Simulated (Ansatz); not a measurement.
## Mg6TiSb under changes of volume

One of the cells (21.698 Å³/atom); the others are scaled copies at fixed shape and fractional positions:

```xyz
8
Lattice="5.0512 0.0000 0.0000 0.0000 3.2004 5.3689 0.0000 -3.2004 5.3689" Properties=species:S:1:pos:R:3 pbc="T T T"
Sb    0.0000    0.0000    3.4975
Ti    2.5256    0.0000    1.8137
Mg    0.0000    0.0000    8.9492
Mg    0.0000   -1.6154    6.2728
Mg    0.0000    1.6154    6.2728
Mg    2.5256    0.0000    7.1404
Mg    2.5256   -1.6418    4.5026
Mg    2.5256    1.6418    4.5026
```

The cell comes from a database or a generator and needn't be the stable form of this composition.

| Quantity | Value |
| --- | --- |
| Program | Ansatz 0.2.0 |
| Functional | PBE |
| Potentials or basis | Ansatz PAW |
| Cutoff | 420 eV (not typed: the program's choice for these potentials) |
| k mesh | 5 × 5 × 5 |
| Occupations | fermi-dirac, width 0.05 eV |
| Spin | no spin polarisation |

```tsv
volume (Å³/atom)	energy over the lowest point (meV/atom)	pressure (GPa)	largest force (eV/Å)
20.396	?	?	?
20.830	5.23	2.1	0.072
21.264	1.18	1.0	0.075
21.698	0.00	0.0	0.077
22.132	1.41	-0.9	0.107
22.566	5.17	-1.8	0.138
23.000	11.05	-2.5	0.168
```

Problem. What does the run at 20.396 Å³/atom give?

Solution. Energy over the lowest point 12.46 meV/atom; pressure 3.3 GPa; largest force 0.074 eV/Å.

Worked out: A Birch-Murnaghan fit of order 3 (a polynomial in V^(-2/3)) to the other rows has its minimum at 21.67 Å³/atom with B0 = V·E''(V) = 48 GPa and B' = 4.0 at fixed shape and positions, which overstates the stiffness. It gives 12.45 meV/atom at 20.396 Å³/atom, against the run's 12.46, and -dE/dV = 3.3 GPa, against 3.3.

Energies are extrapolated to zero smearing.
